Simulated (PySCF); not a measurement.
# C3H6BrFO: the cost of one run

Computed with PySCF 2.14.0 and routines of our own; the level stands in each step. Atoms count from 0.

### 1 The starting structure

12 atoms, charge 0, multiplicity 1; geometry from: GFN2-xTB.

### 2 Relaxing the molecule at PBE0-D3(BJ)/def2-SVP

What the job is given:

```
{"job": {"xc": "PBE0", "basis": "def2-SVP", "d3": "d3bj", "grid": 1, "kind": "geom"}, "charge": 0, "multiplicity": 1}
O      2.224765    -0.426534     0.224154
C      0.963425     0.113353     0.510353
C     -0.127869    -0.446169    -0.415641
C     -1.507154     0.078904    -0.075820
F     -1.830544    -0.173821     1.213231
Br    -1.621404     2.026004    -0.342045
H      2.510930    -0.128433    -0.646645
H      0.982406     1.210066     0.443680
H      0.749005    -0.169979     1.543831
H      0.094029    -0.193083    -1.455475
H     -0.144635    -1.535479    -0.319981
H     -2.291754    -0.355516    -0.705670
```

Launch:

```
$ OMP_NUM_THREADS=1 python excited_run.py task.json out
```

The driver reads the jobs from task.json and runs them one after another.

**Question.** How long does this first job take on 1 thread of Arm Neoverse V1, shared host, and how much memory does it need?

About 53 s, with a peak of 0.59 GiB.
